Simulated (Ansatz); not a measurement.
This script makes cell relaxations under several functionals of LiCl, space group Fm-3m with Ansatz's Python interface.

Contents of `licl.xyz`:
```text
2
Lattice="0.0 2.56477 2.56477 2.56477 0.0 2.56477 2.56477 2.56477 0.0" Properties=species:S:1:pos:R:3 pbc="T T T"
Li    0.00000000    0.00000000    0.00000000
Cl    2.56477000    2.56477000    2.56477000
```

The script, `lattice_licl.py`:
```python
"""Relaxed cell of LiCl under several functionals."""

import ansatz as az
import numpy as np

def edges_and_angles(cell):
    cell = np.asarray(cell)
    a, b, c = np.linalg.norm(cell, axis=1)
    cosines = cell[1] @ cell[2] / (b * c), cell[0] @ cell[2] / (a * c), cell[0] @ cell[1] / (a * b)
    return (a, b, c, *np.degrees(np.arccos(cosines)))


def main() -> None:
    structure = az.Crystal.from_extxyz("licl.xyz")

    calc = (
        structure.calculation()
        .kpoints(6)
        .occupations("Fixed")
        .relax(cell=True, force_tolerance=0.05, max_steps=60)
    )

    levels = [("rpbe", "none"), ("pbe", "d4"), ("revpbe", "d3bj"), ("pbe", "d3bj")]
    print("level            a       b       c    alpha   beta  gamma  V/atom  steps")
    for name, dispersion in levels:
        seen = []
        run = calc.functional(name, dispersion=dispersion).session().plan()
        outcome = run.execute(on_event=lambda e: seen.append(e) if e["event"] == "relax_step" else None)
        cell = outcome.lattice.cell_ang
        label = name if dispersion == "none" else f"{name}+{dispersion}"
        print("{:13s} {:7.4f} {:7.4f} {:7.4f} {:6.2f} {:6.2f} {:6.2f}".format(label, *edges_and_angles(cell)), f"{abs(np.linalg.det(cell)) / len(outcome.lattice.sites):7.3f} {len(seen):5d}")


if __name__ == "__main__":
    main()
```

Rank the levels of theory by the volume of the relaxed cell.

From smallest to largest: revPBE+D3BJ (15.69 Å³ an atom, -7.0 % against the start), PBE+D3BJ (15.97 Å³ an atom, -5.3 % against the start), PBE+D4 (16.47 Å³ an atom, -2.4 % against the start) and RPBE (18.18 Å³ an atom, +7.8 % against the start). The spread is 15.9 % in volume.

What the script printed:

`python lattice_licl.py` gives:
```text
level            a       b       c    alpha   beta  gamma  V/atom  steps
DeckWarning: basis.ecutwfc = 420 eV, auto-derived from the records' recommended cutoffs: set by Li (normal level)
rpbe           3.7188  3.7188  3.7188  60.00  60.00  60.00  18.183     5
pbe+d4         3.5978  3.5978  3.5978  60.00  60.00  60.00  16.466     4
revpbe+d3bj    3.5405  3.5405  3.5405  60.00  60.00  60.00  15.691     5
pbe+d3bj       3.5616  3.5616  3.5616  60.00  60.00  60.00  15.973     5
```
(Warnings from the package without file and line.)

Notes:
- Forces vanish by symmetry, so the ions can't move, and the end may be a saddle.
- Edges and angles are those of the cell as typed, here a primitive one, not of the conventional cell.
- Of the deposited cell: the entry's cell lengths or inner coordinates differ somewhat from later room-temperature determinations.
- The starting cell is as deposited in a crystallographic database; the results hold for this polymorph, which needn't be the stable one.
- Timing: 9.1 s on 1 thread of Arm Neoverse V1 (shared host), peak memory 0.35 GiB.

(Lines on the test bed's own set-up are left out of the output.)
